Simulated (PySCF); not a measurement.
# A diatomic session: LiTl+

An exercise on one series of results from a longer session: the logs are not shown, and one member is left open.

Program: PySCF 2.14.0. Level of theory: Li def2-SVP, Tl def2-SVP with ECP60, scalar-relativistic core potentials. These are calculated values, not measurements.

The first run:

The job is set up so:

```yaml
atoms: Li, Tl
charge: 1
basis: Li def2-SVP, Tl def2-SVP with ECP60
Hamiltonian: scalar-relativistic core potentials
basis_functions: 35
electrons_treated: 23
masses_in_u: 7.0160, 204.9744
levels: PBE0, PBE, r²SCAN, BHandHLYP, r²SCAN0, M06-L, HSE06, HF, MP2, SCS-MP2, CCSD, CCSD(T)
grid: 80 radial by 434 angular points
occupations: held fixed by the projection of orbital angular momentum
dissociation_limit: Li+ + Tl, each in its ground configuration
starting_distance_in_angstrom: 2.815
values_of_2S_to_try: 1, 3
```

Launch:

```bash
$ OMP_NUM_THREADS=1 python dia.py task.json out
```

Steps of the session up to this table: The job; The PBE0 curve of the state that the search chose; Excited determinants; PBE (GGA); r²SCAN; BHandHLYP (global hybrid GGA); r²SCAN0 (hybrid meta-GGA); M06-L (meta-GGA); HSE06 (range-separated hybrid); UHF (mean field); Correlated methods on the Hartree–Fock reference.

One of the session's tables, all rows but one given; the rest of the session is left out.

It belongs to the step «The curves together». Energy (eV) from each level's lowest point:

| R (Å) | UHF | UHF-MP2 | UHF-SCS-MP2 | UHF-CCSD | UHF-CCSD(T) |
| --- | --- | --- | --- | --- | --- |
| 2.855 | 0.133 | 0.114 | 0.122 | n/a | n/a |
| 2.988 | 0.065 | 0.052 | 0.057 | 0.053 | 0.052 |
| 3.121 | 0.025 | 0.017 | 0.020 | 0.017 | 0.017 |
| 3.220 | ? | ? | ? | ? | ? |
| 3.320 | 0.000 | 0.000 | 0.000 | 0.000 | 0.000 |
| 3.420 | 0.000 | 0.003 | 0.002 | 0.003 | 0.004 |
| 3.552 | 0.009 | 0.018 | 0.014 | 0.018 | 0.018 |
| 3.718 | 0.033 | 0.047 | 0.042 | 0.048 | 0.049 |
| 3.918 | 0.075 | 0.096 | 0.089 | 0.097 | 0.099 |
| 4.183 | 0.148 | 0.178 | 0.168 | n/a | n/a |

Estimate the missing values for R (Å) = 3.220.

Worked estimate for «UHF». A straight line through the neighbours (3.121, 0.025) and (3.320, 0.000) gives 0.025 + (0.000 − 0.025) × (3.220 − 3.121) / (3.320 − 3.121) = 0.013; a parabola fitted to 4 rows on both sides gives 0.008.

As computed: UHF: 0.008; UHF-MP2: 0.004; UHF-SCS-MP2: 0.005; UHF-CCSD: 0.004; UHF-CCSD(T): 0.004. In «UHF» the line misses by +0.005 and the parabola by 0.000.
